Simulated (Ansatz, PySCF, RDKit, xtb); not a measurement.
**Solving GaNH2OF2, step by step**

Only the formula GaNH2OF2 is given. Aim: find the structure of lowest free energy at 600 K, then its properties.

The funnel: GFN2-xTB relaxations, single points with a density functional, relaxations at PBE0-D3(BJ)/def2-SVP, harmonic vibrations, and a last energy at a higher level. All values are calculated.

8 further runs of the same task are left out: 1 for a known fault of the program, 1 that didn't finish, 6 set aside as unsound or not needed.

**1. Candidates**

All bonding patterns within simple valence rules are listed by program: one Lewis structure each, at most two rings and one unusual centre or charged pair. O–O, O–halogen and N–halogen bonds and N–N–N chains are not drawn. That gives 7 candidates.

| label | SMILES | spin |
| --- | --- | --- |
| c188 | [F][Ga-]1([F])[NH2+][O]1 | singlet |
| c274 | N[O][Ga]([F])[F] | singlet |
| c551 | [O-][NH2+][Ga]([F])[F] | singlet |
| c643 | N=[O+][GaH-]([F])[F] | singlet |
| c644 | [F][Ga-]1([F])[NH][OH+]1 | singlet |
| c978 | O=[NH+][GaH-]([F])[F] | singlet |

Candidates are built by distance geometry, with a force field where one applies, in up to four conformers (letters a to d). 5 starts with atoms placed at random are added, to find patterns that the rules miss.

Q: Predict the outcome of this search (final energies at CCSD(T)/def2-SVP + MP2/def2-TZVPP - MP2/def2-SVP).

| quantity | value |
| --- | --- |
| lowest structure found | [F][Ga-]1([F])[NH2+][O]1, singlet, Cs |
| next finalist | N[O][Ga]([F])[F], singlet, 7.3 kcal/mol higher in G |
| share at equilibrium, among the finalists | 99.7 % |
| harmonic wavenumbers, lowest and highest (PBE0-D3(BJ)/def2-SVP) | 118 and 3579 cm⁻¹ |
| rotational constants, same geometry | 0.1611, 0.1118, 0.07707 cm⁻¹ |
| dipole moment (PBE0/def2-TZVPD) | 3.80 D |
| HOMO energy (PBE0/def2-TZVPD) | -8.54 eV |
| LUMO energy (PBE0/def2-TZVPD) | -1.41 eV |
| HOMO–LUMO gap (PBE0/def2-TZVPD) | 7.14 eV |
| lowest excitation (TD-CAM-B3LYP/def2-SVPD) | 6.05 eV (f = 0.004) |
| strongest of the states computed, same level | 7.07 eV (f = 0.033) |
| lowest triplet excitation, same level, Tamm-Dancoff | 5.37 eV |
| vertical ionisation energy | 11.02 eV |
| vertical electron affinity | -0.13 eV (unbound: the value depends on the basis) |
| vertical triplet less singlet | +5.32 eV |

The search ends on `[F][Ga-]1([F])[NH2+][O]1`. Among the finalists first place is clear (7.3 kcal/mol); structures outside the list aren't covered. HF/STO-3G, r2SCAN-D4/def2-SVP, PBE0-D3(BJ)/def2-SVP, HF/def2-SVP and MP2/def2-SVP already put its bonding pattern lowest among the structures in one piece; GFN2-xTB favours the singlet N[O][Ga]([F])[F]. Lowest found is not proven lowest: the search is finite, and each finalist counts with one conformer. Patterns outside the rules of the enumeration were met only by chance. The lowest isomer need not be the one that is made and kept in a bottle, which depends on barriers.
